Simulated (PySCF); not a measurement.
**A diatomic session: ZnGa**

Aim: find the lowest electronic state of ZnGa, scan its bond at several levels of theory, and get bond length, wavenumber and dissociation energy from each curve.

Method: Zn x2c-SVPall, Ga x2c-SVPall, spin-free X2C with a Gaussian nucleus; program: PySCF 2.14.0.

**1. Input**

The job is set up so:

| Quantity | Value |
| --- | --- |
| atoms | Zn, Ga |
| charge | 0 |
| basis | Zn x2c-SVPall, Ga x2c-SVPall |
| Hamiltonian | spin-free X2C with a Gaussian nucleus |
| basis functions | 68 |
| electrons treated | 61 |
| masses in u | 63.9291, 68.9256 |
| levels | PBE0, PBE, r²SCAN, PBEsol, M06, B2PLYP, ωB97X, HF, MP2, SCS-MP2, CCSD, CCSD(T) |
| grid | 80 radial by 434 angular points |
| occupations | held fixed by the projection of orbital angular momentum |
| dissociation limit | Zn + Ga, each in its ground configuration |
| starting distance in angstrom | 2.395 |
| values of 2S to try | 1, 3 |

Launch:

```bash
> OMP_NUM_THREADS=1 python dia.py task.json out
```

After this run come: The PBE0 curve of the state that the search chose; Excited determinants; PBE; r²SCAN (meta-GGA); PBEsol (GGA); M06 (hybrid meta-GGA); B2PLYP (double hybrid); ωB97X (range-separated hybrid); ROHF; MP2 and coupled cluster.

What does the calculation give? Wanted: for each run, Re; ωe; De; μ.

**Answer**, as computed:

Lowest PBE0 solution found, without spin–orbit coupling: ²Π (doublet), unpaired electrons π ↑. State 2 has its PBE0 minimum 0.19 eV higher. The other levels ran on the lowest alone.

| level | Re (Å) | ωe (cm⁻¹) | De (eV) | μ (D) |
| --- | --- | --- | --- | --- |
| ROHF-MP2 | 2.712 | 112.6 | 0.304 | n/a |
| ROHF-SCS-MP2 | 2.814 | 90.8 | 0.203 | n/a |
| ROHF-CCSD | 2.821 | 91.1 | 0.195 | n/a |
| ROHF-CCSD(T) | 2.752 | 105.1 | 0.251 | n/a |
| PBE | 2.665 | 129.2 | 0.392 | -0.89 |
| PBEsol | 2.591 | 147.0 | 0.53 | -0.89 |
| r²SCAN | 2.601 | 142.3 | 0.417 | -0.97 |
| PBE0 | 2.704 | 118.5 | 0.322 | -1.07 |
| M06 | 2.763 | 104.9 | 0.305 | -0.39 |
| ωB97X | 2.883 | 76.8 | 0.212 | -0.82 |
| B2PLYP | 2.765 | 101.5 | 0.218 | -1.05 |

De is counted to Zn + Ga in their ground configurations. A positive dipole means Zn(−)Ga(+). No constants: ROHF (no minimum is bracketed among the points kept).

Bond lengths run from 2.591 Å (PBEsol) to 2.883 Å (ωB97X). CCSD(T) can't serve as the judge here: for a weak bond in this basis it is far from its limit. Among the levels with a De in the table, it runs from 0.195 eV (ROHF-CCSD) to 0.53 eV (PBEsol).

Correlated steps freeze 14 core orbitals. B2PLYP dipoles, levels and charges come from its SCF part alone.
